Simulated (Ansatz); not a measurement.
The same path of a periodic cell of 17 atoms, Mg8HO8 (host MgO, host structure Fm-3m, interstitial H), cell charge +1 was run twice with different band settings. Lost on the way: Mg5–H17, Mg9–H17, O16–H17. Made: O2–H17, Mg7–H17, Mg11–H17.

All numbers below come from DFT PBE, scalar-relativistic, plane waves, PAW in Ansatz. Settings: PAW set soft_1, cutoff 420 eV, k mesh 3x3x3, gaussian smearing 0.02 eV, no spin polarisation.

Relaxed end points:

```xyz
17
Lattice="0.0000 3.8970 3.8970 3.8970 0.0000 3.8970 3.8970 3.8970 0.0000" Properties=species:S:1:pos:R:3
Mg 0.012 0.009 -0.007
O 2.002 1.999 1.900
Mg 1.977 1.973 -0.006
O 3.917 3.914 1.942
Mg 1.934 0.132 1.968
O 3.901 1.960 3.897
Mg 3.908 1.973 1.925
O 5.857 3.914 3.881
Mg 0.135 1.931 1.968
O 1.963 3.898 3.897
Mg 1.976 3.905 1.925
O 3.917 5.853 3.881
Mg 1.934 1.931 3.767
O 3.901 3.898 5.835
Mg 3.909 3.906 3.890
O 5.897 5.894 5.799
H 2.570 2.567 5.230
```

```xyz
17
Lattice="0.0000 3.8970 3.8970 3.8970 0.0000 3.8970 3.8970 3.8970 0.0000" Properties=species:S:1:pos:R:3
Mg 0.010 0.007 0.010
O 1.997 1.994 1.997
Mg 1.974 1.972 0.009
O 3.899 3.897 1.961
Mg 1.974 0.006 1.974
O 3.899 1.959 3.899
Mg 4.029 1.930 1.932
O 5.854 3.913 3.915
Mg 0.009 1.972 1.974
O 1.961 3.897 3.899
Mg 1.932 4.027 1.932
O 3.915 5.852 3.915
Mg 1.932 1.930 4.030
O 3.915 3.913 5.855
Mg 3.907 3.904 3.907
O 5.897 5.895 5.897
H 2.566 2.563 2.566
```

Common settings: climbing image yes; force threshold 0.05 eV/Å; end points relaxed.

| run | movable images | spring | optimiser | start path | iteration limit |
| --- | --- | --- | --- | --- | --- |
| 1 | 7 | 5.0 eV/Å² | quadratic models (default) | IDPP | 38 |
| 2 | 3 | 100.0 eV/Å² | fire | default | 50 |

(1) What does each run give, and how far can it be trusted?

Results:

(1) Run 1: converged after 26 iterations, highest image 0.280 eV above the first end. The profile has 3 maxima (images 2, 4, 7) with wells between them (images 3, 5): this band takes more than one step, which may be the mechanism or a detour left from its start path. By the program's own check the climbing image is a first-order saddle point (lowest curvatures found: -5.32 and 1.07 eV/Å²).
Run 2: not converged after 50 iterations, highest image 0.789 eV above the first end. The band didn't meet its force threshold, so its energies are provisional: the largest band force was still 1.39 eV/Å, and over the last iterations the top moved between 0.79 and 0.82 eV.
Limits of this set-up: a small cell, in which the defect meets its images, charged cell in a uniform background, uncorrected.
